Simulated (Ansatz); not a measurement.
# SiC62: the cost of one run

Method: DFT PBEsol, scalar-relativistic, plane waves, PAW, in Ansatz 0.2.0.

## Step 1: The system as given

Symmetry: P1, No. 1, triclinic system. The conventional cell has a = 7.140 Å, b = 7.140 Å, c = 7.140 Å, α = 90.00°, β = 90.00°, γ = 90.00°. Around C (site symmetry 1) lie 4 C at 1.50 to 1.58 Å. C (site symmetry 1) is surrounded by 4 C at 1.51 to 1.56 Å. Around C (site symmetry 1) lie 4 C at 1.48 to 1.61 Å. Around C (site symmetry 1) lie 4 C at 1.53 to 1.61 Å. C (site symmetry 1) is surrounded by 4 C at 1.52 to 1.61 Å. C (site symmetry 1) is surrounded by 4 C at 1.50 to 1.64 Å. Only part of the 63 independent sites is listed.

The input asks for a charge of -1 e on the cell.

As a file:

```
CELL_PARAMETERS angstrom
7.14000 0.00000 0.00000
0.00000 7.14000 0.00000
0.00000 0.00000 7.14000
ATOMIC_POSITIONS crystal
C 0.49626 0.00225 0.99572
C 0.62016 0.12170 0.12966
C 0.74850 0.24266 0.99997
C 0.88096 0.37195 0.12771
C 0.74981 0.00034 0.24426
C 0.87317 0.12622 0.37399
C 0.00415 0.00396 0.99954
C 0.12567 0.11672 0.12854
C 0.24912 0.25957 0.99659
C 0.37575 0.38285 0.13110
C 0.50140 0.49807 0.00330
C 0.62910 0.61881 0.12355
C 0.75539 0.74579 0.00026
C 0.87565 0.87693 0.12530
C 0.25350 0.00176 0.24943
C 0.37374 0.12808 0.36800
C 0.50025 0.25069 0.25205
C 0.62403 0.37660 0.38572
C 0.74499 0.49825 0.25128
C 0.87565 0.62599 0.37321
Si 0.50356 0.99451 0.50278
C 0.62699 0.12707 0.62914
C 0.74664 0.25009 0.50380
C 0.86784 0.37239 0.62580
C 0.74710 0.99622 0.75331
C 0.87338 0.13201 0.87586
C 0.00546 0.49616 0.99898
C 0.12100 0.62260 0.12452
C 0.25018 0.75526 0.99741
C 0.37237 0.86664 0.12006
C 0.00057 0.24847 0.25500
C 0.12691 0.37358 0.37442
C 0.24241 0.50010 0.24882
C 0.37209 0.63074 0.37713
C 0.49604 0.75207 0.24894
C 0.62405 0.87436 0.36751
C 0.00674 0.00101 0.50471
C 0.12355 0.11896 0.62189
C 0.26040 0.25183 0.49550
C 0.37783 0.37263 0.62427
C 0.50153 0.49552 0.49756
C 0.61392 0.61768 0.62456
C 0.75317 0.75558 0.50032
C 0.87281 0.88058 0.62456
C 0.25368 0.99950 0.75584
C 0.37197 0.12030 0.87470
C 0.50919 0.24362 0.75264
C 0.62521 0.37163 0.87287
C 0.74425 0.50242 0.75742
C 0.87198 0.62163 0.87599
C 0.99838 0.74998 0.25186
C 0.12106 0.87522 0.37887
C 0.99997 0.51148 0.50516
C 0.12324 0.61767 0.62460
C 0.25197 0.74885 0.50324
C 0.00185 0.24425 0.75309
C 0.11712 0.37412 0.87524
C 0.24419 0.49937 0.75075
C 0.37529 0.62707 0.88042
C 0.50110 0.75165 0.74525
C 0.62550 0.87617 0.87541
C 0.00383 0.74895 0.74695
C 0.13084 0.87088 0.87596
```

## Step 2: End point A relaxed

File input.yaml:

```yaml
crystal:
  lattice:
    - [7.14, 0.0, 0.0]
    - [0.0, 7.14, 0.0]
    - [0.0, 0.0, 7.14]
  atoms:
    - { symbol: C, position: [0.4962631, 0.0022469, -0.0042768] }
    - { symbol: C, position: [0.6201558, 0.1217, 0.1296553] }
    - { symbol: C, position: [0.7484981, 0.2426612, -2.95e-05] }
    - { symbol: C, position: [0.880965, 0.3719488, 0.1277136] }
    - { symbol: C, position: [0.7498076, 0.0003408, 0.2442591] }
    - { symbol: C, position: [0.8731708, 0.1262179, 0.3739942] }
    - { symbol: C, position: [0.004145, 0.0039571, -0.000455] }
    - { symbol: C, position: [0.1256727, 0.1167244, 0.1285406] }
    - { symbol: C, position: [0.2491249, 0.2595687, -0.0034066] }
    - { symbol: C, position: [0.3757508, 0.3828537, 0.1310997] }
    - { symbol: C, position: [0.5013967, 0.4980697, 0.0033047] }
    - { symbol: C, position: [0.6290957, 0.6188122, 0.1235467] }
    - { symbol: C, position: [0.7553916, 0.7457868, 0.0002576] }
    - { symbol: C, position: [0.8756533, 0.8769305, 0.1253048] }
    - { symbol: C, position: [0.2535016, 0.0017596, 0.2494349] }
    - { symbol: C, position: [0.3737398, 0.1280771, 0.3680041] }
    - { symbol: C, position: [0.5002545, 0.2506868, 0.2520508] }
    - { symbol: C, position: [0.6240342, 0.3766026, 0.3857214] }
    - { symbol: C, position: [0.7449913, 0.4982495, 0.2512763] }
    - { symbol: C, position: [0.875648, 0.6259947, 0.3732104] }
    - { symbol: Si, position: [0.5035627, -0.0054879, 0.502777], spin: 1.0 }
    - { symbol: C, position: [0.6269921, 0.1270681, 0.6291367] }
    - { symbol: C, position: [0.7466396, 0.2500866, 0.5037992] }
    - { symbol: C, position: [0.8678366, 0.3723942, 0.6257978] }
    - { symbol: C, position: [0.7471016, -0.0037838, 0.753314] }
    - { symbol: C, position: [0.873376, 0.132011, 0.8758636] }
    - { symbol: C, position: [0.0054588, 0.4961641, -0.0010161] }
    - { symbol: C, position: [0.1210027, 0.6225985, 0.1245181] }
    - { symbol: C, position: [0.2501801, 0.7552581, -0.0025943] }
    - { symbol: C, position: [0.3723744, 0.8666446, 0.120061] }
    - { symbol: C, position: [0.000569, 0.2484735, 0.2549975] }
    - { symbol: C, position: [0.1269137, 0.3735832, 0.3744189] }
    - { symbol: C, position: [0.2424087, 0.5000981, 0.2488165] }
    - { symbol: C, position: [0.3720873, 0.6307365, 0.3771341] }
    - { symbol: C, position: [0.4960431, 0.7520706, 0.2489376] }
    - { symbol: C, position: [0.6240536, 0.8743648, 0.3675101] }
    - { symbol: C, position: [0.0067446, 0.0010087, 0.5047067] }
    - { symbol: C, position: [0.1235464, 0.1189567, 0.6218948] }
    - { symbol: C, position: [0.2603974, 0.2518329, 0.4955032] }
    - { symbol: C, position: [0.3778277, 0.3726331, 0.6242736] }
    - { symbol: C, position: [0.5015335, 0.4955153, 0.4975604] }
    - { symbol: C, position: [0.6139177, 0.61768, 0.6245553] }
    - { symbol: C, position: [0.7531701, 0.7555785, 0.5003213] }
    - { symbol: C, position: [0.8728063, 0.8805795, 0.6245571] }
    - { symbol: C, position: [0.2536775, -0.0005023, 0.7558449] }
    - { symbol: C, position: [0.3719671, 0.1202967, 0.8747012] }
    - { symbol: C, position: [0.5091853, 0.2436228, 0.7526355] }
    - { symbol: C, position: [0.6252051, 0.3716327, 0.8728718] }
    - { symbol: C, position: [0.7442535, 0.5024239, 0.7574228] }
    - { symbol: C, position: [0.8719771, 0.6216317, 0.8759912] }
    - { symbol: C, position: [-0.0016211, 0.7499837, 0.2518598] }
    - { symbol: C, position: [0.1210608, 0.8752203, 0.3788674] }
    - { symbol: C, position: [-3.35e-05, 0.5114788, 0.5051555] }
    - { symbol: C, position: [0.1232439, 0.6176731, 0.6246045] }
    - { symbol: C, position: [0.2519676, 0.7488542, 0.5032372] }
    - { symbol: C, position: [0.0018543, 0.2442462, 0.7530879] }
    - { symbol: C, position: [0.1171187, 0.3741174, 0.8752373] }
    - { symbol: C, position: [0.2441918, 0.4993702, 0.7507519] }
    - { symbol: C, position: [0.3752918, 0.627071, 0.8804212] }
    - { symbol: C, position: [0.5011016, 0.75165, 0.7452461] }
    - { symbol: C, position: [0.6254979, 0.8761725, 0.8754115] }
    - { symbol: C, position: [0.0038286, 0.7489481, 0.7469457] }
    - { symbol: C, position: [0.130843, 0.8708789, 0.8759563] }
magnetization:
  spin_polarized: true
total_charge: -1
basis:
  ecutwfc: 420.0
kpoints:
  mp_grid: { grid: [2, 2, 2] }
hamiltonian:
  xc: pbesol
  pseudopotentials: { kind: paw, azcp: { folder: soft_1 } }
scf:
  occupations: { method: gaussian, width: 0.02 }
  lower_state_search: "off"
relax:
  f_tol: 0.03
  max_steps: 60
  adjacent_minimum: "off"
```

Command:

```bash
> ansatz run input.yaml --threads 4 --pin off --max-ram 10240MiB --backend cpu --events-out ev --progress --plain --runs-dir out
```

What time and memory should one allow on 4 threads of Arm Neoverse V2, shared host?

About 5.1 min, with a peak of 3.6 GiB.
